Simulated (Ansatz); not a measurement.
# CuHO+ (doublet): from Hartree-Fock to the top rungs, def2-QZVPP

The task here is to estimate one member of a computed series from the others.

The runs use Ansatz 0.2.0, Gaussian basis; def2-QZVPP, core rule «outside noble gas», up to 10 orbitals frozen.

To be run: UHF; ROHF; CCSD(T) on UHF.

2 further runs of the same task are left out: 2 set aside as unsound or not needed. Runs told in other sessions of the task aren't counted.

## The system

The geometry is a PBE0/def2-TZVP stationary point (not a proven minimum) of the parent state, kept for this charge and spin.

3 atoms, charge 1, spin multiplicity 2.

Atoms are counted from 1 here; the program's logs count them from 0.

Bond lengths: Cu1–O2 1.785 Å, O2–H3 0.962 Å. Angles: Cu1–O2–H3 117.6°.

Set-up of the first run:

The input, in.yaml:

```yaml
crystal:
  periodic: [false, false, false]
  atoms:
    - {symbol: Cu, position_ang: [0.000000, 0.015109, 0.382355]}
    - {symbol: O, position_ang: [0.000000, -0.105079, -1.398874]}
    - {symbol: H, position_ang: [0.000000, 0.715425, -1.900920]}
basis:
  gaussian: {orbitals: "def2-QZVPP.json"}
total_charge: 1
magnetization: {spin_polarized: true, initial_magnetization: 1}
hamiltonian: {xc: hf}
output: {orbitals: {seedname: orbitals}}
```

Command:

```sh
$ ansatz run in.yaml --threads 1 --pin off --events-out ev --progress --plain --max-ram 4096MiB --backend cpu
```

Steps of the session up to this table: UHF; ROHF; CCSD(T) on UHF.

One of the session's tables, all rows but one given; the rest of the session is left out.

| method | from UCCSD(T) (kcal/mol) |
| --- | --- |
| ROHF | ? |
| UHF | +436.83 |
| UMP2 | -14.50 |
| UCCSD | +17.38 |
| UCCSD(T) | 0 |

Q: Estimate the row for ROHF from the others.

The run gave: from UCCSD(T) (kcal/mol): +440.30. In the column «from UCCSD(T) (kcal/mol)» it is the highest.
